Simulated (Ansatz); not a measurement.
# C₂HCl₃Sn: up Jacob's ladder to CCSD(T)

One table from this session's results is given with a row withheld; the runs are named, their logs left out.

Program: Ansatz 0.2.0, Gaussian basis. Level of theory: functionals in def2-TZVPP, the program's frozen cores in correlated methods. These are calculated values, not measurements.

The runs, in order: LDA (SPW92), PBE-D4, revPBE-D4, BLYP-D4, r2SCAN-D4, B97M-V, PBE0-D4, B3LYP-D4, r2SCANh-D4, r2SCAN0-D4, HSE06-D4, BHLYP-D4, CAM-B3LYP-D4, LC-ωPBE, ωB97X-V, ωB97M-V, B2PLYP, PBE-QIDH; CCSD(T)/def2-SVP; CCSD(T)/def2-TZVPP; MP2/def2-QZVPP; extrapolation to the limit; RPA on PBE.

## The relaxed structure

An earlier PBE0-D4 in a triple-zeta def2 set relaxation fixed the geometry. Sn takes the def2 core potential; no spin-orbit term is included.

7 atoms, charge 0, spin multiplicity 1.

Atoms are counted from 1 here; the program's logs count them from 0.

Bond lengths: C1–C2 1.204 Å, C1–H7 1.067 Å, C2–Sn3 2.048 Å, Sn3–Cl4 2.293 Å, Sn3–Cl5 2.293 Å, Sn3–Cl6 2.293 Å. Angles: C2–C1–H7 180.0°, C1–C2–Sn3 179.9°, C2–Sn3–Cl4 110.8°, C2–Sn3–Cl5 110.8°, C2–Sn3–Cl6 110.8°, Cl4–Sn3–Cl5 108.1°, Cl4–Sn3–Cl6 108.1°, Cl5–Sn3–Cl6 108.1°.

The first run:

in.yaml

```yaml
crystal:
  periodic: [false, false, false]
  atoms:
    - {symbol: C, position_ang: [1.625815, -1.402648, 0.627789]}
    - {symbol: C, position_ang: [0.751747, -0.648785, 0.285534]}
    - {symbol: Sn, position_ang: [-0.735758, 0.631918, -0.298358]}
    - {symbol: Cl, position_ang: [-2.546416, -0.531824, -1.090275]}
    - {symbol: Cl, position_ang: [-0.000872, 2.027712, -1.963156]}
    - {symbol: Cl, position_ang: [-1.433653, 1.926226, 1.461625]}
    - {symbol: H, position_ang: [2.400434, -2.070600, 0.931140]}
basis:
  gaussian: {orbitals: def2-TZVPP}
hamiltonian: {xc: lda}
output: {orbitals: {seedname: orbitals}}
```

Steps of the session up to this table: LDA; PBE-D4 (GGA); revPBE-D4 (GGA); BLYP-D4 (GGA); r2SCAN-D4 (meta-GGA); B97M-V (meta-GGA); PBE0-D4 (hybrid); B3LYP-D4 (hybrid); r2SCANh-D4 (hybrid); r2SCAN0-D4 (hybrid); HSE06-D4 (hybrid); BHLYP-D4 (hybrid); CAM-B3LYP-D4 (range-separated); LC-ωPBE-D4 (range-separated; the results give it without D4); ωB97X-V (range-separated); ωB97M-V (range-separated); B2PLYP (double hybrid); PBE-QIDH (double hybrid).

One table of the session follows, with a row left open; its other results are not shown here.

It belongs to the step «Frontier levels by functional». 

```
  functional  HOMO (eV)  LUMO (eV)  gap (eV)
 LDA (SPW92)      -8.10      -3.56      4.54
      PBE-D4      -7.91      -3.25      4.65
   revPBE-D4      -7.84      -3.15      4.69
     BLYP-D4      -7.71      -3.19      4.53
   r2SCAN-D4      -8.20      -3.06      5.14
      B97M-V      -8.16      -2.91      5.25
     PBE0-D4      -9.19      -2.30      6.89
    B3LYP-D4      -8.91      -2.61      6.30
  r2SCANh-D4      -8.67      -2.72      5.96
  r2SCAN0-D4      -9.38      -2.19      7.19
    HSE06-D4      -8.79      -2.68      6.11
    BHLYP-D4     -10.26      -1.27      9.00
CAM-B3LYP-D4          ?          ?         ?
     LC-ωPBE     -12.07       0.01     12.07
     ωB97X-V     -11.62      -0.11     11.51
     ωB97M-V     -11.47      -0.20     11.26
```

Estimate the missing values for CAM-B3LYP-D4.

The run gave: HOMO (eV): -10.56; LUMO (eV): -1.26; gap (eV): 9.30. In the column «HOMO (eV)» it lies between ωB97M-V (-11.47) and BHLYP-D4 (-10.26).
